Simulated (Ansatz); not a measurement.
# TiRh3: properties at the relaxed cell, part 2 of 2

This session takes TiRh3 and sets out to see whether it has a gap, which orbitals make up the states near it and how charge is shared, compare with the cell as listed and fit an equation of state.

Ansatz 0.2.0; DFT r2SCAN, scalar-relativistic, plane waves, PAW. The steps go on from the part before.

## 7. Point at V/V0 = 1.06

input.yaml

```yaml
crystal:
  lattice:
    - [3.8954848616, 0.0, 0.0]
    - [0.0, 3.8954848616, 0.0]
    - [0.0, 0.0, 3.8954848616]
  atoms:
    - { symbol: Ti, position: [0.0, 0.0, 0.0] }
    - { symbol: Rh, position: [0.0, 0.5, 0.5] }
    - { symbol: Rh, position: [0.5, 0.0, 0.5] }
    - { symbol: Rh, position: [0.5, 0.5, 0.0] }
basis:
  ecutwfc: 500
kpoints:
  mp_grid: { grid: [12, 12, 12] }
hamiltonian:
  xc: r2scan
scf:
  occupations: { method: gaussian, width: 0.1 }
output:
  forces: true
  stress: true
  eigenvalues: true
```

Command:

```console
$ ansatz run input.yaml --threads 1 --pin off --max-ram 2560MiB --backend cpu --events-out ev --progress --plain --runs-dir out
```

Output (excerpt; [...] marks lines left out):

```text
[...]
SCF converged after 9 iterations
Free energy (F): -21752.754841 eV
[...]
E sigma→0 (E₀):  -21752.745681 eV
Entropy (-TS):   -0.018320 eV (-4.580 meV/atom)
Fermi energy:    19.020602 eV
[...]
--- Forces (eV/Å), atoms counted from 1 ---
  atom   1  Ti     0.00000000     0.00000000     0.00000000
  atom   2  Rh     0.00000000     0.00000000     0.00000000
  atom   3  Rh     0.00000000    -0.00000000    -0.00000000
  atom   4  Rh     0.00000000     0.00000000    -0.00000000
[...]
--- Stress (GPa, compression-positive) ---
      -12.744996       0.000000       0.000000
        0.000000     -12.744996       0.000000
        0.000000       0.000000     -12.744996
  P = ⅓ Tr σ = -12.7450 GPa (-127.450 kbar)
--- Band table (eV; the first three rows and the last of 84) ---
[...]
```

Run time: 27 s. Hardware: 1 thread of Arm Neoverse V1, shared host; peak memory 0.56 GiB.

## 8. Volume × 0.91

input.yaml: that of step 7 with these lines changed.

```diff
@@ -2,5 +2,5 @@
   lattice:
-    - [3.8954848616, 0.0, 0.0]
-    - [0.0, 3.8954848616, 0.0]
-    - [0.0, 0.0, 3.8954848616]
+    - [3.702314972, 0.0, 0.0]
+    - [0.0, 3.702314972, 0.0]
+    - [0.0, 0.0, 3.702314972]
   atoms:
```

Command:

```console
$ ansatz run input.yaml --threads 1 --pin off --max-ram 2560MiB --backend cpu --events-out ev --progress --plain --runs-dir out
```

Output (excerpt; [...] marks lines left out):

```text
[...]
SCF converged after 8 iterations
Free energy (F): -21752.470906 eV
[...]
E sigma→0 (E₀):  -21752.463860 eV
Entropy (-TS):   -0.014091 eV (-3.523 meV/atom)
Fermi energy:    23.001935 eV
[...]
--- Forces (eV/Å), atoms counted from 1 ---
  atom   1  Ti    -0.00000000     0.00000000     0.00000000
  atom   2  Rh     0.00000000     0.00000000     0.00000000
  atom   3  Rh    -0.00000000    -0.00000000     0.00000000
  atom   4  Rh     0.00000000     0.00000000     0.00000000
[...]
--- Stress (GPa, compression-positive) ---
       29.667639      -0.000000       0.000000
       -0.000000      29.667639       0.000000
        0.000000       0.000000      29.667639
  P = ⅓ Tr σ = 29.6676 GPa (296.676 kbar)
--- Band table (eV; the first three rows and the last of 84) ---
[...]
```

Wall time 24 s (1 thread of Arm Neoverse V1, shared host); peak memory 0.54 GiB.

## 9. The cell scaled to 1.10 of its volume

input.yaml: that of step 8 with these lines changed.

```diff
@@ -2,5 +2,5 @@
   lattice:
-    - [3.702314972, 0.0, 0.0]
-    - [0.0, 3.702314972, 0.0]
-    - [0.0, 0.0, 3.702314972]
+    - [3.9438809264, 0.0, 0.0]
+    - [0.0, 3.9438809264, 0.0]
+    - [0.0, 0.0, 3.9438809264]
   atoms:
@@ -22 +22,5 @@
   eigenvalues: true
+  write_density: true
+  write_potential: true
+  elf: true
+  volumetric_format: npy
```

Command:

```console
$ ansatz run input.yaml --threads 1 --pin off --max-ram 2560MiB --backend cpu --events-out ev --progress --plain --runs-dir out
```

Output (excerpt; [...] marks lines left out):

```text
[...]
SCF converged after 10 iterations
Free energy (F): -21752.531695 eV
[...]
E sigma→0 (E₀):  -21752.521967 eV
Entropy (-TS):   -0.019456 eV (-4.864 meV/atom)
Fermi energy:    18.145049 eV
[...]
--- Forces (eV/Å), atoms counted from 1 ---
  atom   1  Ti    -0.00000000     0.00000000     0.00000000
  atom   2  Rh     0.00000000     0.00000000     0.00000000
  atom   3  Rh    -0.00000000    -0.00000000     0.00000000
  atom   4  Rh    -0.00000000     0.00000000     0.00000000
[...]
--- Stress (GPa, compression-positive) ---
      -19.056933       0.000000      -0.000000
        0.000000     -19.056933       0.000000
       -0.000000       0.000000     -19.056933
  P = ⅓ Tr σ = -19.0569 GPa (-190.569 kbar)
--- Band table (eV; the first three rows and the last of 84) ---
[...]
```

Run time: 34 s. Hardware: 1 thread of Arm Neoverse V1, shared host; peak memory 0.56 GiB.

Density in a lattice plane of the grid's cell (edges 3.94 and 3.94 Å, at 0.000 of the third edge), which holds Ti and Rh.

Ten even steps from ' ' (0.15 e/Å³) to '@' (15.00 e/Å³):
```
**++==--..                              ..--==++
====--..                                  ..--==
::::..                                      ..::
                                                
                                                
                      ......                    
                  ..::------::..                
                ..--==++**++==--..              
              ..::==**%%%%%%**==::..            
              ..::==##@@@@@@##==::..            
              ..::==**%%%%%%**==::..            
                ..--==++**++==--..              
                  ..::------::..                
                      ......                    
                                                
                                                
::::..                                      ..::
====--..                                  ..--==
**++==--..                              ..--==++
****++--..                              ..--++**
```
Columns run along the first of these edges and rows up along the second, over one cell in 24 and 20 even steps from the bottom left corner. Atoms in the plane (fractional): Ti at (0.00, 0.00), Rh at (0.50, 0.50).

ELF in the same plane.

Ten even steps from '0' (0.00) to '9' (0.77):
```
125774111233333211147752
678752112333333321125787
887531123333333332113578
543211233332223333211234
111112333333333333321111
111223334556665543332211
222333345788888754333322
333333357899999875333333
333333357999999975333333
333332357999999975323333
333333357999999975333333
333333357899999875333333
222333345788888754333322
111223334556665543332211
111112333333333333321111
543211233332223333211234
887531123333333332113578
678752112333333321125787
125774111233333211147752
004774111233333211147740
```
Columns run along the first of these edges and rows up along the second, over one cell in 24 and 20 even steps from the bottom left corner. Atoms in the plane (fractional): Ti at (0.00, 0.00), Rh at (0.50, 0.50).

Both are smooth fields of the valence electrons: close to the nuclei they are not physical.

## 10. Volume × 0.88

input.yaml: that of step 9 with these lines changed.

```diff
@@ -2,5 +2,5 @@
   lattice:
-    - [3.9438809264, 0.0, 0.0]
-    - [0.0, 3.9438809264, 0.0]
-    - [0.0, 0.0, 3.9438809264]
+    - [3.6611747338, 0.0, 0.0]
+    - [0.0, 3.6611747338, 0.0]
+    - [0.0, 0.0, 3.6611747338]
   atoms:
@@ -22,5 +22 @@
   eigenvalues: true
-  write_density: true
-  write_potential: true
-  elf: true
-  volumetric_format: npy
```

Command:

```console
$ ansatz run input.yaml --threads 1 --pin off --max-ram 2560MiB --backend cpu --events-out ev --progress --plain --runs-dir out
```

Output (excerpt; [...] marks lines left out):

```text
Warning: RAYON_NUM_THREADS=1 ignored (pool sized by the plan → 1); use --threads N
[...]
[... 4 set-up lines as earlier in the session ...]
[...]
Crystal: 4 atoms, lattice volume = 49.075 Å³
Basis set: ecut = 500 eV, 1237 PW (Γ), exchange–correlation on 108×108×108 points (64 copies of the dense FFT grid, shifted against one another)
Bands: 38, of which v1, the nominal top of the filled ones, is band 32 counted from 1 (31 counted from 0)
[... 2 set-up lines as earlier in the session ...]
k-points: 84 of 1728
[...]
SCF iter   1: F=—  HF=-21752.024754 eV  |F-HF|=—  |Δ(HF+E_count)|=         —  Δρ=2.25e-2  dr2=3.04e-1  dr2_τ=8.99e-2  ethr=1.77e-3  ⟨swp⟩=5.2  Hψ=10700  notcnv=0
[...]
SCF iter   8: F=-21752.091000 eV  HF=-21752.091000 eV  |F-HF|=6.37e-10  |Δ(HF+E_count)|=   3.64e-8  Δρ=5.13e-6  dr2=1.51e-8  dr2_τ=1.74e-9  ethr=1.59e-10  ⟨swp⟩=8.1  Hψ=12085  notcnv=0
[...]
SCF converged after 8 iterations
Free energy (F): -21752.091000 eV
[...]
E sigma→0 (E₀):  -21752.084375 eV
Entropy (-TS):   -0.013250 eV (-3.313 meV/atom)
Fermi energy:    23.963086 eV
[...]
--- Forces (eV/Å), atoms counted from 1 ---
  atom   1  Ti    -0.00000000    -0.00000000     0.00000000
  atom   2  Rh     0.00000000     0.00000000    -0.00000000
  atom   3  Rh     0.00000000    -0.00000000    -0.00000000
  atom   4  Rh     0.00000000    -0.00000000    -0.00000000
[...]
--- Stress (GPa, compression-positive) ---
       43.497760      -0.000000       0.000000
       -0.000000      43.497760       0.000000
        0.000000       0.000000      43.497760
  P = ⅓ Tr σ = 43.4978 GPa (434.978 kbar)
--- Band table (eV; the first three rows and the last of 84) ---
[...]
```

Run time: 22 s. Hardware: 1 thread of Arm Neoverse V1, shared host; peak memory 0.49 GiB.

## 11. Energy against volume

```csv
volume (Å³/atom),energy above the lowest point (meV/atom),pressure (GPa),gap on the mesh (eV)
12.269,200.8,43.50,0.00
12.687,105.9,29.67,0.00
13.105,44.2,18.03,0.00
13.524,10.3,8.24,0.00
13.942,0.0,0.00,0.00
14.360,9.4,-6.93,0.00
14.778,35.4,-12.74,0.00
15.336,91.4,-19.06,0.00
```

## 12. Summary of results

The summary covers parts 1 to 2.

| quantity | value |
| --- | --- |
| gap | none (metal) |
| states at the Fermi level | 3.22 per eV per cell |
| Bader charges | Ti +1.56, Rh -0.52 e |
| listed cell | 0.0 meV/atom above the relaxed cell, -0.3 GPa, gap none (metal) |
| equilibrium volume of the fit | 13.94 Å³/atom |
| bulk modulus | 251 GPa |
| its pressure derivative | 4.7 |

In words: Bands cross the Fermi level: a metal at this level of theory. Of the projected weight within 0.25 eV of the Fermi level, the largest part is Rh 4d (62 %) and Ti 3d (24 %). Bader charges reach 1.6 e, so charge transfer in this metal is strong. Held at the listed cell, the crystal is under -0.3 GPa and lies 0.0 meV/atom higher. The fit puts the minimum at 13.94 Å³/atom with B = 251 GPa and B' = 4.7.
